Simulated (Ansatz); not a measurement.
Fe3Ge, space group Pm-3m: a check of PAW against all-electron LAPW, run with the Python package of Ansatz (0.2.0).

The script, `fe3ge.py`:
```python
"""Checking the PAW result for Fe3Ge with LAPW."""

import ansatz as az
from ase import Atoms
import numpy as np


def count_gap(report):
    # lowest empty less highest filled band, counting bands; zero where they overlap
    return max(report.get("gap_by_band_count_ev") or 0.0, 0.0)

atoms = Atoms(
    ["Fe", "Fe", "Fe", "Ge"],
    scaled_positions=[
        [0.0, 0.5, 0.5],
        [0.5, 0.5, 0.0],
        [0.5, 0.0, 0.5],
        [0.0, 0.0, 0.0],
    ],
    cell=[
        [3.6605, 0.0, 0.0],
        [0.0, 3.6605, 0.0],
        [0.0, 0.0, 3.6605],
    ],
    pbc=True,
)
atoms.set_initial_magnetic_moments([4.5, 4.5, 4.5, 0.0])
xtal = az.Crystal.from_ase(atoms)

base = (
    xtal.calculation()
    .kpoints(density=3.8)
    .occupations("fermi_dirac")
    .scf(tolerance=1e-09)
    .spin("collinear")
    .functional("lda")
    .stress()
    .forces()
    .band_table()
)
variants = {
    "PAW": base.pseudopotentials("paw"),
    "LAPW": base.pseudopotentials("all_electron", lapw=True),
}
# totals differ by the cores that each treatment holds, so compare what does not depend on them
rows = []
for label, variant in variants.items():
    rep = variant.run().report
    levels = np.array(rep["eigenvalues_ev"][0]) - rep["fermi_energy_ev"]
    print(label, "levels at the first k-point near E_F:", np.round(levels[np.abs(levels) < 5], 3))
    rows.append((label, rep["n_electrons"], np.trace(rep["stress_gpa"]) / 3, count_gap(rep), rep["magnetization_mub"]))
print("     treatment  electrons in bands           P GPa  gap by band count eV      moment muB")
for row in rows:
    print(f"{str(row[0]):>14s}  {row[1]:18.1f}  {row[2]:14.3f}  {row[3]:20.3f}  {row[4]:14.3f}")
```

How well do the two treatments of the cores agree on the pressure?

PAW gives -18.338 GPa and LAPW -18.362 GPa, 0.025 GPa apart. They took 17.1 and 124.3 s of processor time.

What the script printed:

```console
$ python fe3ge.py
DeckWarning: basis.ecutwfc = 420 eV, auto-derived from the records' recommended cutoffs: set by Fe (normal level)
DeckWarning: where an SCF of this run starts from atoms to list the orders of its open shells, Fe (sites 0, 1, 2, from 0) starts with 4.00 μB on its 3d shell, in the place of the 4.50 μB that the [...]
DeckWarning: output.stress: scf.convergence.dr2_threshold = 1e-9 eV is looser than the 4e-10 eV advised for a printed stress (1e-10 eV for each atom of the cell: 4). What an SCF threshold leaves in a [...]
PAW levels at the first k-point near E_F: [-4.18  -4.18  -3.885 -3.885 -3.885 -1.932 -1.932 -1.932 -1.174 -1.174
 -1.155 -1.155 -1.155 -0.538 -0.197 -0.197 -0.197  2.981]
LAPW levels at the first k-point near E_F: [-4.179 -4.179 -3.884 -3.884 -3.884 -1.932 -1.932 -1.932 -1.178 -1.178
 -1.156 -1.156 -1.156 -0.536 -0.195 -0.195 -0.195  2.982]
     treatment  electrons in bands           P GPa  gap by band count eV      moment muB
           PAW                62.0         -18.338                 0.000           6.258
          LAPW                70.0         -18.362                 0.000           6.257
```
(Warnings from the package without file and line, shortened.)

Absolute energies stand on the zero of these potentials, so only differences at equal settings mean something. A total without «per atom» is that of the cell as typed. The magnetic order follows from the starting moments and needn't be the lowest. The mesh is modest for a metal, so energies can be off by several to tens of meV an atom and pressures by half a GPa or more; differences at equal mesh fare better. A gap by band count of zero or less means overlapping bands, a metal. At these settings the cell as given stands under about -18 GPa, so it isn't at this functional's equilibrium volume. The structure comes from a database of computed cells and needn't be a stable or known phase. Levels are Kohn-Sham eigenvalues on this mesh, without spin-orbit coupling. Pressure is positive in compression; the treatments may keep other shells as core, so totals and counts of electrons can differ. Wall time of the script: 2.4 min on 1 thread of Arm Neoverse N1, with other jobs on the host, peak memory 0.8 GiB.
